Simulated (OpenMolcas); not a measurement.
**Au⁴⁺ among point charges: CASSCF and CASPT2 levels and susceptibility**

How does a field of 4 point charges split the states of Au⁴⁺, and what χT follows?

Program: OpenMolcas 26.06. Level of theory: state-averaged CASSCF and CASPT2, spin-orbit coupling by RASSI with atomic mean-field integrals. These are calculated values, not measurements, unless marked.

## (1) What is computed

```
Species                           : Au⁴⁺ (gold, Z = 79, 75 electrons)
Basis                             : ANO-RCC-VTZP [8s7p5d3f1g], 84 functions
Scalar Hamiltonian                : DKH2, point nucleus
Inactive shells                   : 1s 2s 2p 3s 3p 3d 4s 4p 4d 4f 5s 5p
Active space                      : 7 electrons in 5 orbitals (5d)
Some configurations of this space : 5d⁷
Orbitals                          : optimised for each spin and parity, averaged over all roots
```

The outer shells:

5d7
```
5d [↑↓][↑↓][↑ ][↑ ][↑ ]
```

The ion sits among 4 point charges of -2 e arranged as a tetrahedron (Td), 2.02 Å from the ion.

The work runs as a chain of OpenMolcas steps in one folder; each step below is one input file. Labels, J, g values, rates, χT and fits are worked out afterwards by a script from the matrices that RASSI stores.

## (2) GATEWAY and SEWARD: basis and integrals

File a.inp:

```
&GATEWAY
Coord
1

Au 0.0 0.0 0.0
Basis=ANO-RCC-VTZP
Group=NoSym
NoMove
AngMom=0.0 0.0 0.0
AMFI
XField
4 Angstrom 0
1.166248 1.166248 1.166248 -2.000000
1.166248 -1.166248 -1.166248 -2.000000
-1.166248 1.166248 -1.166248 -2.000000
-1.166248 -1.166248 1.166248 -2.000000
&SEWARD
```

Run with:

```
$ OMP_NUM_THREADS=1 MOLCAS_MEM=1689 MOLCAS_PROJECT=a pymolcas a.inp > a.log
```

## (3) Reference wave functions, quartets, 10 roots

File a.inp:

```
&RASSCF
FileOrb=start.orb
Symmetry=1
Spin=4
nActEl=7 0 0
Inactive=34
Ras2=5
CIRoot=10 10 1
SDav=10
CIMx=300
Iter=120 100
PrWF=0.3
OrbListing=Nothing
MaxOrb=0
>>> COPY $Project.JobIph JOB001
```

start.orb holds the contracted functions of the basis, ordered by shell, or the orbitals of the step before.

## (4) Reference wave functions, doublets, 40 roots

File a.inp:

```
&RASSCF
FileOrb=start.orb
Symmetry=1
Spin=2
nActEl=7 0 0
Inactive=34
Ras2=5
CIRoot=40 40 1
SDav=40
CIMx=300
Iter=120 100
PrWF=0.3
OrbListing=Nothing
MaxOrb=0
>>> COPY $Project.JobIph JOB002
```

## (5) RASSI: spin-orbit coupling between the states

File a.inp:

```
&RASSI
NrOfJobIphs=2 10 40
1 2 3 4 5 6 7 8 9 10
1 2 3 4 5 6 7 8 9 10 11 12 13 14 15 16 17 18 19 20 21 22 23 24 25 26 27
28 29 30 31 32 33 34 35 36 37 38 39 40
IphNames
JOB001
JOB002
EJob
SpinOrbit
DIPRint=1.0
SOCoupling=1000.0
Subsets=2
Property=9
'ANGMOM' 1 'ANGMOM' 2 'ANGMOM' 3 'MLTPL  1' 1 'MLTPL  1' 2 'MLTPL  1' 3
'AMFI' 1 'AMFI' 2 'AMFI' 3
SOProperty=3
'ANGMOM' 1 'ANGMOM' 2 'ANGMOM' 3
```

## (6) CASPT2: IPEA 0.25, imaginary shift 0.1 (closed shells correlated: 4f 5s 5p)

File a.inp:

```
>>> COPY JOB001 $Project.JobIph
&CASPT2
Multistate=10 1 2 3 4 5 6 7 8 9 10
NoMult
Frozen=23
IPEA=0.25
Imaginary=0.1
MaxIter=60
WThr=0.0 0.3 0.05
PrWF=0.5
NoMix
>>> COPY JOB002 $Project.JobIph
&CASPT2
Multistate=40 1 2 3 4 5 6 7 8 9 10 11 12 13 14 15 16 17 18 19 20 21 22
23 24 25 26 27 28 29 30 31 32 33 34 35 36 37 38 39 40
NoMult
Frozen=23
IPEA=0.25
Imaginary=0.1
MaxIter=60
WThr=0.0 0.3 0.05
PrWF=0.5
NoMix
```

(Steps that only read results are left out.)

Before running it: what results should come out? Wanted: spin-free ground state; first state of the same spin within the active space; lowest level; next level.

As calculated:

```
                                            quantity                                                                           value
                                              method  SS-CASPT2, IPEA 0.25, imaginary shift 0.1 (closed shells correlated: 4f 5s 5p)
                              spin-free ground state                                                 4A2, 1-fold in its orbital part
first state of the same spin within the active space                                                                4T2 at 2280 cm⁻¹
                                        lowest level                                                                       4-fold Γ8
                                          next level                                                                     1147.7 cm⁻¹
                                         χT at 300 K                                                                  4.34 cm³ K/mol
                           effective moment at 300 K                                                                         5.89 μB
```

Cost by method:

```csv
method,time of its own steps,time with the reference
A. CASSCF,15 s,15 s
"B. SS-CASPT2, IPEA 0.25, imaginary shift 0.1, +4f 5s 5p",34 s,49 s
```

Times are of one thread on a shared host.

The spin-free ground state (4A2) comes to 100 % from free-ion F terms and keeps the highest spin of the shell. χT at 300 K is 4.34, against 1.88 cm³ K/mol for the spin alone, so orbital moment adds to it. CASPT2 does not keep the components of a term degenerate, and the means are used. The field of point charges can differ much from that of real complexes. This is an electrostatic model: the charges have no orbitals.
